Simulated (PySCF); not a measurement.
# C4H10Ge: spin-spin couplings

What spin-spin couplings should C4H10Ge (`CC/C=[CH]/[GeH3]`) show?

The runs use PySCF 2.14.0, with density-fitted response routines of our own; the level of theory stands in each step. All values are computed, except where a source is named. Atoms are numbered from 0 throughout.

**1. The starting structure**

15 atoms, charge 0, multiplicity 1; geometry from: GFN2-xTB.

Bonds of the start (Å): C0–C1 1.53, C1–C2 1.49, C2–C3 1.33, C3–Ge4 1.94, C0–H5 1.09, C0–H6 1.09, C0–H7 1.09, C1–H8 1.09, C1–H9 1.09, C2–H10 1.08, C3–H11 1.08, Ge4–H12 1.50, Ge4–H13 1.49, Ge4–H14 1.50.

**2. J couplings: B3LYP/pcSseg-1+pcJ-1**

What the job is given:

```
{"job": {"kind": "j", "xc": "B3LYP", "basis": "pcJ-1"}, "charge": 0, "multiplicity": 1}
C     -2.370459    -0.607210    -0.135903
C     -1.441344     0.538004     0.263517
C     -0.024238     0.248036    -0.113294
C      1.012937     0.301199     0.711604
Ge     2.843645    -0.055479     0.188484
H     -2.071002    -1.527599     0.360664
H     -2.336053    -0.769898    -1.211033
H     -3.396055    -0.379998     0.145632
H     -1.511053     0.717170     1.338483
H     -1.761195     1.449933    -0.250801
H      0.127866    -0.027659    -1.150742
H      0.842759     0.576229     1.746380
H      3.501236    -1.013605     1.129865
H      2.904570    -0.630728    -1.187692
H      3.673972     1.189596     0.200477
```

Level: B3LYP/pcJ-1 Ge:pcSseg-1 indirect spin-spin coupling, non-relativistic, gas phase.

The run is started by

```
$ OMP_NUM_THREADS=1 python probes_run.py task.json out
```

This one command runs all jobs of the session in turn.

Predict these results of the whole session: largest coupling of the table (B3LYP/pcSseg-1+pcJ-1).

The runs gave:

```
                                            quantity                     value
largest coupling of the table (B3LYP/pcSseg-1+pcJ-1)  ¹J(C,H) C2–H10, 157.9 Hz
```

In words: Of the pairs tabulated at B3LYP/pcSseg-1+pcJ-1, C2–H10 couples most strongly (157.9 Hz; Fermi contact 156.8 Hz). Couplings across rotatable bonds belong to this one conformer; where others are populated, the observed values are averages. Spin-orbit coupling is left out, which matters for shieldings and couplings at and beside the heavy atoms.
